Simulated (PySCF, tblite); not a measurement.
**C₅H₁₃NSi₂: geometry, infrared bands and NMR shifts**

Aim: predict the infrared bands and NMR shifts of C₅H₁₃NSi₂ (`[SiH3][SiH2]C1=CCCNC1`).

Computed with tblite 0.8.0 and PySCF 2.14.0, with density-fitted response routines of our own, on a single molecule in the gas phase. Atoms count from 0, in the outputs and in this text.

### Step 1. The molecule as given

21 atoms, charge 0, multiplicity 1; geometry from: force field or distance geometry start.

Bonds of the start (Å): Si0–Si1 2.32, Si1–C2 1.86, C2–C3 1.37, C3–C4 1.51, C4–C5 1.53, C5–N6 1.47, N6–C7 1.47, C7–C2 1.51, Si0–H8 1.49, Si0–H9 1.47, Si0–H10 1.49, Si1–H11 1.48, Si1–H12 1.49, C3–H13 1.08, C4–H14 1.11, C4–H15 1.09, C5–H16 1.11, C5–H17 1.09, N6–H18 1.01, C7–H19 1.10, C7–H20 1.09.

### Step 2. Optimising the geometry with GFN2-xTB

The job: settings as JSON, then the geometry in Å.

```
{"job": {"kind": "relax", "xc": "GFN2-xTB", "basis": "xTB"}, "charge": 0, "multiplicity": 1}
Si     3.338600     0.231700     0.671100
Si     1.867500    -0.574200    -0.938000
C      0.117300    -0.209600    -0.440400
C     -0.643900     0.713400    -1.102700
C     -2.052300     1.011600    -0.657000
C     -2.399400     0.393400     0.695300
N     -1.897800    -0.978900     0.806900
C     -0.426300    -1.001600     0.725400
H      3.211300     1.709100     0.802000
H      4.733900    -0.089800     0.318100
H      3.028600    -0.379500     1.994000
H      2.153700     0.037100    -2.250800
H      2.020400    -2.050400    -1.057900
H     -0.258000     1.260300    -1.951400
H     -2.191600     2.107700    -0.609100
H     -2.739100     0.633500    -1.418800
H     -1.978500     1.007700     1.513600
H     -3.483000     0.391100     0.833300
H     -2.265200    -1.518800     0.032700
H     -0.129300    -2.057200     0.648200
H     -0.015800    -0.619500     1.665000
```

On the command line:

```
OMP_NUM_THREADS=1 python probes_run.py task.json out
```

This one command runs all jobs of the session in turn.

**Question.** This job is followed by: GFN2-xTB harmonic vibrations, gas phase; GIAO PBE0/pcSseg-1 NMR shielding, non-relativistic, gas phase. What will the session give for the following? strongest single infrared mode (GFN2-xTB); zero-point energy (GFN2-xTB); 13C shifts against TMS (PBE0/pcSseg-1); 1H shifts against TMS (PBE0/pcSseg-1, means over atoms taken as alike); 29Si shifts against TMS (PBE0/pcSseg-1); 15N shifts against NH3 (PBE0/pcSseg-1).

**Answer**, as computed:

| quantity | value |
| --- | --- |
| strongest single infrared mode (GFN2-xTB) | 670 cm⁻¹, 611 km/mol |
| zero-point energy (GFN2-xTB) | 101.6 kcal/mol |
| 13C shifts against TMS (PBE0/pcSseg-1) | 146.9, 141.7, 53.3, 46.9, 31.8 ppm |
| 1H shifts against TMS (PBE0/pcSseg-1, means over atoms taken as alike) | 6.60, 4.17, 3.44, 3.42, 3.04, 2.00, 0.32 ppm |
| 29Si shifts against TMS (PBE0/pcSseg-1) | -72.5, -119.2 ppm |
| 15N shifts against NH3 (PBE0/pcSseg-1) | 48.8 ppm |

In words: Over 40 steps the energy fell by 0.136 eV; of the close pairs, C2–C3 changed most, 1.367 to 1.330 Å. The lowest mode is slightly imaginary (19i cm⁻¹), a soft motion within the noise of the Hessian, so the minimum is not strictly shown. The strongest single mode, at 670 cm⁻¹, moves mainly H12 and H11. GFN2-xTB is a fitted tight-binding method: band positions and strengths are rough. Its intensities can rank the bands wrongly. H13 (hydrogen on an alkene CH) lies farthest downfield among hydrogen, at 6.60 ppm; attached to an sp2 carbon and in the plane of the double bond.
